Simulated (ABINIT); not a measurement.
# IrS (R-3m) in ABINIT: single point with AM05

Aim: the single point of IrS with AM05.

Program: ABINIT 10.8.3 (patched build). These are calculated values, not measurements. Logs are shortened: lines on timing, memory, paths and dates and some standing lists are left out, and cuts for length are marked. The log counts tension as positive stress, the text compression.

### Step 1. The crystal as given

Symmetry: R-3m, No. 166, trigonal system. Conventional cell: a = 4.436 Å, b = 4.436 Å, c = 6.813 Å, α = 90.00°, β = 90.00°, γ = 120.00°. Ir (site symmetry -3m) has 6 S at 2.80 Å as nearest neighbours. S (site symmetry -3m) is surrounded by 6 Ir at 2.80 Å.

The cell was built by a generator and needn't be a form met in nature.

### Step 2. Single point, AM05

Contents of run.abi:

```
pp_dirpath "./"
pseudos "Ir.GGA_PBE-JTH.xml, S.GGA_PBE-JTH.xml"

acell 3*1.0
rprim
     4.1913208738     2.4198602351     4.2915368485
    -4.1913208738     2.4198602351     4.2915368485
     0.0000000000    -4.8397204703     4.2915368485
ntypat 2
znucl 77 16
natom 2
typat 1 2
xcart
     0.0000000000     0.0000000000     3.4064752500
     0.0000000000     0.0000000000     0.0000000000 Angstrom

ecut 20.0
pawecutdg 40.0
pawxcdev 0

kptopt 1
ngkpt 6 6 6
nshiftk 1
shiftk 0.0 0.0 0.0

ixc -120135

nband 15
occopt 3
tsmear 0.00183747

nstep 100
tolvrs 1.0e-9

iomode 3
prtwf 0
prteig 0
prtebands 0
enunit 1
prtvol 2
prtden 1
prtvha 1
prtvclmb 1
prtpot 1
```

Potentials or basis: JTH PAW PBE v2.0.

Started as:

```
abinit run.abi > log 2>&1
```

run.abo:

```text
.Version 10.8.3 of ABINIT
 Symmetries : space group R-3 m (#166); Bravais hR (rhombohedral)
================================================================================
 Values of the parameters that define the memory need of the present run
     intxc =       0    ionmov =       0      iscf =      17    lmnmax =      18
     lnmax =       6     mgfft =      30  mpssoang =       3    mqgrid =    3001
     natom =       2  nloc_mem =       2    nspden =       1   nspinor =       1
    nsppol =       1      nsym =      12    n1xccc =       1    ntypat =       2
    occopt =       3   xclevel =       2
       mpw =        1134          nfft =       27000          nkpt =          32
 PAW method is used; the additional fine FFT grid is defined by:
   mgfftf=        40    nfftf =     64000
================================================================================
================================================================================

--------------------------------------------------------------------------------
------------- Echo of variables that govern the present computation ------------
--------------------------------------------------------------------------------
 -outvars: echo values of preprocessed input variables --------
            acell      1.0000000000E+00  1.0000000000E+00  1.0000000000E+00 Bohr
              amu      1.92220000E+02  3.20660000E+01
             ecut      2.00000000E+01 Hartree
           enunit           1
              ixc     -120135
         kptrlatt        6    0    0      0    6    0      0    0    6
          kptrlen      3.88103927E+01
            natom           2
            nband          15
            ngfft          30      30      30
          ngfftdg          40      40      40
             nkpt          32
            nstep         100
             nsym          12
           ntypat           2
           occopt           3
        pawecutdg      4.00000000E+01 Hartree
         pawxcdev           0
        prtebands           0
           prteig           0
           prtpot           1
         prtvclmb           1
           prtvha           1
           prtvol           2
            prtwf           0
            rprim      4.1913208738E+00  2.4198602351E+00  4.2915368485E+00
                      -4.1913208738E+00  2.4198602351E+00  4.2915368485E+00
                       0.0000000000E+00 -4.8397204703E+00  4.2915368485E+00
          spgroup         166
           tolvrs      1.00000000E-09
           tsmear      1.83747000E-03 Hartree
            typat      1  2
           useylm           1
           xangst     -4.3998197573E-18  1.8279397181E-16  3.4064752500E+00
                      -1.2994110079E-26  2.6458921154E-11  2.3459717162E-09
            xcart     -8.3144543446E-18  3.4543054419E-16  6.4373052772E+00
                      -2.4555309299E-26  5.0000114568E-11  4.4332440428E-09
             xred      5.0000000035E-01  5.0000000035E-01  5.0000000034E-01
                       3.4778378325E-10  3.4778378325E-10  3.3745258439E-10
            znucl       77.00000   16.00000

================================================================================

 chkinp: Checking input parameters for consistency.

================================================================================
== DATASET  1 ==================================================================

--- !DatasetInfo
iteration_state: {dtset: 1, }
dimensions: {natom: 2, nkpt: 32, mband: 15, nsppol: 1, nspinor: 1, nspden: 1, mpw: 1134, }
cutoff_energies: {ecut:  20.0, pawecutdg:  40.0, }
electrons: {nelect:   2.10000000E+01, charge:   0.00000000E+00, occopt:   3.00000000E+00, tsmear:   1.83747000E-03, }
meta: {optdriver: 0, ionmov: 0, optcell: 0, iscf: 17, paral_kgb: 0, }
...

 Real(R)+Recip(G) space primitive vectors, cartesian coordinates (Bohr,Bohr^-1):
 R(1)=  4.1913209  2.4198602  4.2915368  G(1)=  0.1192941  0.0688745  0.0776723
 R(2)= -4.1913209  2.4198602  4.2915368  G(2)= -0.1192941  0.0688745  0.0776723
 R(3)=  0.0000000 -4.8397205  4.2915368  G(3)=  0.0000000 -0.1377490  0.0776723
 Unit cell volume ucvol=  2.6115918E+02 bohr^3
 Angles (23,13,12)=  8.07772717E+01  8.07772717E+01  8.07772717E+01 degrees

 Coarse grid specifications (used for wave-functions):

 getcut: wavevector=  0.0000  0.0000  0.0000  ngfft=  30  30  30
         ecut(hartree)=     20.000   => boxcut(ratio)=   2.30530
[... 194 lines left out ...]
  1.20E-14 2.32E-14 3.54E-15 2.51E-14 2.14E-13 9.62E-14 8.07E-14 1.43E-14
  4.76E-12 2.38E-12 7.66E-11 1.37E-13 2.13E-09 1.14E-13 2.26E-06
 reduced coordinates (array xred) for    2 atoms
       0.500000000348      0.500000000348      0.500000000337
       0.000000000348      0.000000000348      0.000000000337
 rms dE/dt=  0.0000E+00; max dE/dt=  0.0000E+00; dE/dt below (all hartree)
    1       0.000000000000      0.000000000000      0.000000000000
    2       0.000000000000      0.000000000000      0.000000000000

 cartesian coordinates (angstrom) at end:
    1     -0.00000000000000     0.00000000000000     3.40647525000000
    2     -0.00000000000000     0.00000000002646     0.00000000234597

 cartesian forces (hartree/bohr) at end:
    1     -0.00000000000000    -0.00000000000000    -0.00000000000000
    2     -0.00000000000000    -0.00000000000000    -0.00000000000000
 frms,max,avg= 0.0000000E+00 0.0000000E+00   0.000E+00  0.000E+00  0.000E+00 h/b

 cartesian forces (eV/Angstrom) at end:
    1     -0.00000000000000    -0.00000000000000    -0.00000000000000
    2     -0.00000000000000    -0.00000000000000    -0.00000000000000
 frms,max,avg= 0.0000000E+00 0.0000000E+00   0.000E+00  0.000E+00  0.000E+00 e/A
 length scales=  1.000000000000  1.000000000000  1.000000000000 bohr
              =  0.529177210544  0.529177210544  0.529177210544 angstroms
 Fermi (or HOMO) energy (eV) =   7.53090   Average Vxc (eV)= -11.10770
 Eigenvalues (   eV  ) for nkpt=  32  k points:
 kpt#   1, nband= 15, wtk=  0.00463, kpt=  0.0000  0.0000  0.0000 (reduced coord)
 -40.93051  -40.93051  -40.75140   -6.45832    4.79314    4.79314    5.61377    5.61377
   6.33907    6.33907    6.48232    6.58419    7.94244   13.44938   16.59768
 kpt#   2, nband= 15, wtk=  0.02778, kpt=  0.1667  0.0000  0.0000 (reduced coord)
 -40.93457  -40.92998  -40.75408   -6.23255    3.48712    4.48579    5.14759    5.44562
   5.78378    6.70332    7.49433    7.51861    9.25810   13.45025   16.19700
 kpt#   3, nband= 15, wtk=  0.02778, kpt=  0.3333  0.0000  0.0000 (reduced coord)
 -40.94312  -40.92890  -40.75898   -5.69799    1.54616    3.78735    4.99180    5.32032
   6.50981    6.90608    8.39745    9.04876   10.90547   13.42149   14.39615
 kpt#   4, nband= 15, wtk=  0.01389, kpt=  0.5000  0.0000  0.0000 (reduced coord)
 -40.94760  -40.92837  -40.76121   -5.36625    0.70610    3.52362    4.81742    5.44677
   6.49700    7.63994    8.81178    9.87381   11.60278   13.00500   13.94120
 kpt#   5, nband= 15, wtk=  0.02778, kpt=  0.1667  0.1667  0.0000 (reduced coord)
 -40.93574  -40.93182  -40.75688   -6.08911    3.45203    4.17785    4.74076    6.10924
   6.14527    6.48184    7.02519    7.06001   10.26538   13.45387   15.90813
 kpt#   6, nband= 15, wtk=  0.05556, kpt=  0.3333  0.1667  0.0000 (reduced coord)
 -40.94318  -40.93149  -40.76192   -5.63981    1.99926    3.81615    4.88595    5.64719
[... 64 lines left out ...]
 kpt#  28, nband= 15, wtk=  0.02778, kpt=  0.5000  0.3333  0.3333 (reduced coord)
 -40.94812  -40.94355  -40.77899   -4.69260    2.07438    2.47943    3.30608    6.42726
   6.61578    7.44797    7.77997    9.81140   11.41101   11.97381   12.75604
 kpt#  29, nband= 15, wtk=  0.02778, kpt= -0.3333  0.3333  0.3333 (reduced coord)
 -40.94502  -40.94433  -40.77622   -4.83427    2.58998    2.73170    3.35787    6.32759
   6.51596    6.57710    7.83385    8.63342   10.44313   13.07619   13.50645
 kpt#  30, nband= 15, wtk=  0.02778, kpt=  0.5000  0.5000  0.3333 (reduced coord)
 -40.94931  -40.94536  -40.78171   -4.51501    2.19415    2.36862    2.76746    6.53744
   7.48844    7.73436    8.39100    8.85070   10.08620   11.76664   13.16306
 kpt#  31, nband= 15, wtk=  0.02778, kpt= -0.3333  0.5000  0.3333 (reduced coord)
 -40.94807  -40.94416  -40.77890   -4.69020    2.46234    2.66784    3.23883    6.47590
   6.55503    7.34884    7.69368    8.09509   10.73869   12.20338   13.70816
 kpt#  32, nband= 15, wtk=  0.00463, kpt=  0.5000  0.5000  0.5000 (reduced coord)
 -40.94861  -40.94861  -40.78457   -4.29256    1.98903    2.14484    2.14484    7.49072
   7.49072    8.18104    9.78140    9.88164    9.88164   11.36400   11.36412
 Total charge density [el/Bohr^3]
)     Maximum=    1.0048E+00  at reduced coord.    0.5000    0.5000    0.5000
)Next maximum=    9.9369E-01  at reduced coord.    0.5000    0.5250    0.5000
)     Minimum=   -2.1480E-01  at reduced coord.    0.0000    0.0000    0.0000
)Next minimum=   -1.9177E-01  at reduced coord.    0.0250    0.0000    0.0000
   Integrated=    2.1000E+01

--- !EnergyTerms
iteration_state     : {dtset: 1, }
comment             : Components of total free energy in Hartree
kinetic             :  1.39389314079739E+01
hartree             :  1.56792116431072E+01
xc                  : -6.94164812002467E+00
Ewald energy        : -6.90235562450940E+01
psp_core            :  3.07909959819447E+00
local_psp           : -5.33493178077481E+01
PAW spherical_terms :  9.30291258463272E+00
internal            : -8.73143669389585E+01
'-kT*entropy'       : -1.15866923382697E-03
total_energy        : -8.73155256081923E+01
total_energy_eV     : -2.37597649259537E+03
...

--- !EnergyTermsDC
iteration_state     : {dtset: 1, }
comment             : '"Double-counting" decomposition of free energy'
band_energy         : -7.00993003261666E+00
Ewald energy        : -6.90235562450940E+01
psp_core            :  3.07909959819447E+00
xc_dc               : -1.48187038512340E+01
PAW spherical_terms :  4.58725918712918E-01
internal            : -8.73143646120373E+01
'-kT*entropy'       : -1.15866923382697E-03
total_energy_dc     : -8.73155232812711E+01
total_energy_dc_eV  : -2.37597642927661E+03
...

--- !EnergyTermsWithPAWCore
iteration_state     : {dtset: 1, }
comment             : 'Components of total free energy, including PAW core contributions'
Total energy        : -1.82163765987627E+04
Total energy DC     : -1.82163765964358E+04
Total energy (eV)   : -4.95692859631181E+05
Total energy DC (eV): -4.95692859567862E+05
...

 Cartesian components of stress tensor (hartree/bohr^3)
  sigma(1 1)=  1.25417931E-03  sigma(3 2)=  1.01316931E-13
  sigma(2 2)=  1.25417931E-03  sigma(3 1)=  0.00000000E+00
  sigma(3 3)=  7.98419524E-04  sigma(2 1)=  0.00000000E+00

-Cartesian components of stress tensor (GPa)         [Pressure= -3.2430E+01 GPa]
- sigma(1 1)=  3.68992293E+01  sigma(3 2)=  2.98084703E-09
- sigma(2 2)=  3.68992292E+01  sigma(3 1)=  0.00000000E+00
- sigma(3 3)=  2.34903134E+01  sigma(2 1)=  0.00000000E+00

== END DATASET(S) ==============================================================
================================================================================

 -outvars: echo values of variables after computation  --------
            acell      1.0000000000E+00  1.0000000000E+00  1.0000000000E+00 Bohr
           etotal     -8.7315523281E+01
            fcart     -0.0000000000E+00 -0.0000000000E+00 -0.0000000000E+00
                      -0.0000000000E+00 -0.0000000000E+00 -0.0000000000E+00
            rprim      4.1913208738E+00  2.4198602351E+00  4.2915368485E+00
                      -4.1913208738E+00  2.4198602351E+00  4.2915368485E+00
                       0.0000000000E+00 -4.8397204703E+00  4.2915368485E+00
           strten      1.2541793134E-03  1.2541793093E-03  7.9841952356E-04
                       1.0131693121E-13  0.0000000000E+00  0.0000000000E+00
           xangst     -4.3998197573E-18  1.8279397181E-16  3.4064752500E+00
                      -1.2994110079E-26  2.6458921154E-11  2.3459717162E-09
             xred      5.0000000035E-01  5.0000000035E-01  5.0000000034E-01
                       3.4778378325E-10  3.4778378325E-10  3.3745258439E-10
 Calculation completed.
```

Run time: 29 s. Hardware: 1 thread of Intel Xeon Platinum 8375C at 2.90GHz (Ice Lake), shared host; peak memory 0.12 GiB.

Results:

| Property | Result |
| --- | --- |
| Free energy | -2375.9764 eV |
| Pressure | -32.4 GPa |
| Band gap on the k mesh | none (metal or under the smearing width) |
| Valence electrons inside the program's atomic spheres | Ir 13.04; S 3.35 |

Stress tensor (GPa, compression positive):
```
-36.90   0.00   0.00
  0.00 -36.90   0.00
  0.00   0.00 -23.49
```

Levels at points of the mesh, in eV from the Fermi level:
```csv
k point,band 8,band 9,band 10,band 11,band 12,band 13
"(0.00, 0.00, 0.00)",-1.92,-1.19,-1.19,-1.05,-0.95,0.41
"(0.50, 0.00, 0.00)",-2.08,-1.03,0.11,1.28,2.34,4.07
"(0.50, 0.50, 0.00)",-1.59,-1.48,-1.00,-0.82,-0.04,1.57
"(0.50, 0.50, 0.50)",-0.04,-0.04,0.65,2.25,2.35,2.35
```

Caveat: a pressure of tens of GPa on the cell as given is suspect, and the run, the potentials or the cell itself is likely at fault; the PAW data sets were made with another functional, which shifts forces and pressure a little. Spin-orbit coupling is left out, which matters for the levels of Ir.
